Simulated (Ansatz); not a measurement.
Write a Python script for Ansatz 0.2.0 through its Python package that makes a ladder of methods at one geometry of CH₄F₂OSi, SMILES FCO[SiH2]F. Level of theory (for the species named): B3LYP, def2-SVP basis, multiplicity 1. The script varies functional: b3lyp, pbe0, pbe, blyp, revpbe.

```xyz
9

F    -1.2115   -0.6964    1.3400
C    -1.1284    0.4483    0.5467
O    -0.6092    0.0520   -0.7032
Si    1.0846   -0.4148   -0.6851
F     1.8671    0.7434   -0.0234
H    -2.1232    0.8792    0.3732
H    -0.4934    1.2050    1.0735
H     1.2210   -1.6550    0.0936
H     1.4814   -0.6081   -2.0323
```

`methods_ch4f2osi.py`:
```python
from pathlib import Path

import ansatz
import numpy as np

params = {
    'basis_set': 'def2-SVP',
}

system = (
    ansatz.Crystal.molecule()
    .atom('F', (-1.2115, -0.6964, 1.34))
    .atom('C', (-1.1284, 0.4483, 0.5467))
    .atom('O', (-0.6092, 0.052, -0.7032))
    .atom('Si', (1.0846, -0.4148, -0.6851))
    .atom('F', (1.8671, 0.7434, -0.0234))
    .atom('H', (-2.1232, 0.8792, 0.3732))
    .atom('H', (-0.4934, 1.205, 1.0735))
    .atom('H', (1.221, -1.655, 0.0936))
    .atom('H', (1.4814, -0.6081, -2.0323))
)

setup = system.calculation().basis(gaussian=params['basis_set'])

print('functional    E (Ha)        dipole (D)   HOMO (eV)  LUMO (eV)')
for name in ['b3lyp', 'pbe0', 'pbe', 'blyp', 'revpbe']:
    summary = setup.functional(name).forces().orbitals().run(threads=1, runs_dir='runs').report
    lines = Path(summary['orbitals_path']).read_text().splitlines()
    field_of = lambda key: [line.split('=')[1].strip() for line in lines if line.startswith(key)]
    orbitals = [(27.211386 * float(e), s, float(n)) for e, s, n in zip(field_of('Ene='), field_of('Spin='), field_of('Occup='))]
    homo = max(e for e, _, n in orbitals if n > 0.5)
    lumo = min(e for e, _, n in orbitals if n < 0.5)
    dipole = 4.803205 * np.linalg.norm(summary['charge_distribution']['dipole_moment_e_ang'])
    print(f'{name:10s} {summary["free_energy_ev"] / 27.211386246:14.6f} {dipole:9.3f} {homo:11.3f} {lumo:10.3f}')
```

```console
$ python methods_ch4f2osi.py
functional    E (Ha)        dipole (D)   HOMO (eV)  LUMO (eV)
b3lyp         -604.671076     0.944      -8.652      0.609
pbe0          -604.209966     0.953      -8.966      0.826
pbe           -604.174134     0.882      -7.212     -0.108
blyp          -604.591428     0.884      -7.077      0.047
revpbe        -604.478271     0.887      -7.171      0.013
```

Total energies depend on the basis set; only differences at equal settings carry meaning. The geometry is a force-field or estimated start, not a minimum of this method, and the basis set is short of its limit. A lower total doesn't mark the better method: functionals have no common bound, and MP2 and coupled cluster aren't variational. b3lyp holds the VWN-RPA fit, as in Gaussian; the form of ORCA and Turbomole is b3lyp5. Levels such as HOMO and LUMO are orbital energies: with these approximate functionals they aren't the ionisation energy and electron affinity, and their gap isn't the fundamental gap. Hardware and time: 15 s on 1 thread of Arm Neoverse V2, with other jobs on the host, peak memory 0.25 GiB.
